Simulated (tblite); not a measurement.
# C5H8BFO: the cost of one run

The runs use tblite 0.8.0 and PySCF 2.14.0, with density-fitted response routines of our own; the level of theory stands in each step. All values are computed, except where a source is named. Atoms count from 0, in the outputs and in this text.

## (1) The molecule as given

16 atoms, charge 0, multiplicity 1; geometry from: force field or distance geometry start.

Bonds of the start (Å): F0–C1 1.37, C1–C2 1.54, C2–C3 1.51, C3–C4 1.34, C4–B5 1.56, B5–C6 1.59, C6–O7 1.41, O7–C2 1.43, C1–H8 1.10, C1–H9 1.12, C2–H10 1.11, C3–H11 1.10, C4–H12 1.08, B5–H13 1.19, C6–H14 1.12, C6–H15 1.10.

## (2) Relaxing the molecule with GFN2-xTB

What the job is given:

```
{"job": {"kind": "relax", "xc": "GFN2-xTB", "basis": "xTB"}, "charge": 0, "multiplicity": 1}
F     -3.079800     0.205300     0.219500
C     -2.112600    -0.715300    -0.090800
C     -0.726000    -0.168500     0.298900
C      0.345300    -1.186400    -0.016100
C      1.610100    -0.817600    -0.233100
B      1.935700     0.709100    -0.307000
C      0.695600     1.667400    -0.017500
O     -0.505000     1.045300    -0.423900
H     -2.141200    -0.948100    -1.167400
H     -2.318700    -1.653000     0.492100
H     -0.744700     0.034700     1.390000
H      0.109100    -2.257500     0.036100
H      2.386200    -1.552400    -0.386700
H      3.057700     1.104300    -0.291600
H      0.653800     1.940000     1.067400
H      0.826700     2.601700    -0.581100
```

Started as:

```
OMP_NUM_THREADS=1 python probes_run.py task.json out
```

This one command runs all jobs of the session in turn.

Q: Estimate the wall time and peak memory of this first job on 1 thread of Intel Xeon at 2.50GHz, shared host.

About 1.1 s, with a peak of 0.18 GiB.
